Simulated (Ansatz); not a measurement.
# Li16H: the cost of one run

All numbers below are computed with Ansatz 0.2.0 (DFT PBE, plane waves, PAW, scalar-relativistic, no spin polarisation).

**1. The system as given**

The cell holds 17 atoms (HLi16): a = 6.980 Å, b = 6.980 Å, c = 6.980 Å, α = 90.00°, β = 90.00°, γ = 90.00°.

The coordinates stand in the first input below.

**2. End point A**

input.yaml

```yaml
crystal:
  lattice:
    - [6.98, 0.0, 0.0]
    - [0.0, 6.98, 0.0]
    - [0.0, 0.0, 6.98]
  atoms:
    - { symbol: Li, position: [0.0, 0.0, 0.0] }
    - { symbol: Li, position: [0.5, 0.0, 0.0] }
    - { symbol: Li, position: [0.0, 0.5, 0.0] }
    - { symbol: Li, position: [0.0, 0.0, 0.5] }
    - { symbol: Li, position: [0.25, 0.25, 0.25] }
    - { symbol: Li, position: [0.5, 0.5, 0.0] }
    - { symbol: Li, position: [0.5, 0.0, 0.5] }
    - { symbol: Li, position: [0.75, 0.25, 0.25] }
    - { symbol: Li, position: [0.0, 0.5, 0.5] }
    - { symbol: Li, position: [0.25, 0.75, 0.25] }
    - { symbol: Li, position: [0.25, 0.25, 0.75] }
    - { symbol: Li, position: [0.5, 0.5, 0.5] }
    - { symbol: Li, position: [0.75, 0.75, 0.25] }
    - { symbol: Li, position: [0.75, 0.25, 0.75] }
    - { symbol: Li, position: [0.25, 0.75, 0.75] }
    - { symbol: Li, position: [0.75, 0.75, 0.75] }
    - { symbol: H, position: [0.2482913, 0.0057124, 0.1330541] }
basis:
  ecutwfc: 420.0
kpoints:
  mp_grid: { grid: [4, 4, 4] }
hamiltonian:
  xc: pbe
scf:
  occupations: { method: fermi_dirac, width: 0.05 }
  lower_state_search: "off"
relax:
  f_tol: 0.03
  max_steps: 60
  adjacent_minimum: "off"
output:
  write_density: true
  write_potential: true
  elf: true
  volumetric_format: npy
```

Command:

```bash
$ ansatz run input.yaml --threads 2 --pin off --max-ram 5120MiB --backend cpu --events-out ev --progress --plain --runs-dir out
```

Q: Estimate wall time and peak memory on 2 threads of Intel Xeon Platinum 8559C (Emerald Rapids), shared host.

About 69 s, with a peak of 0.79 GiB.
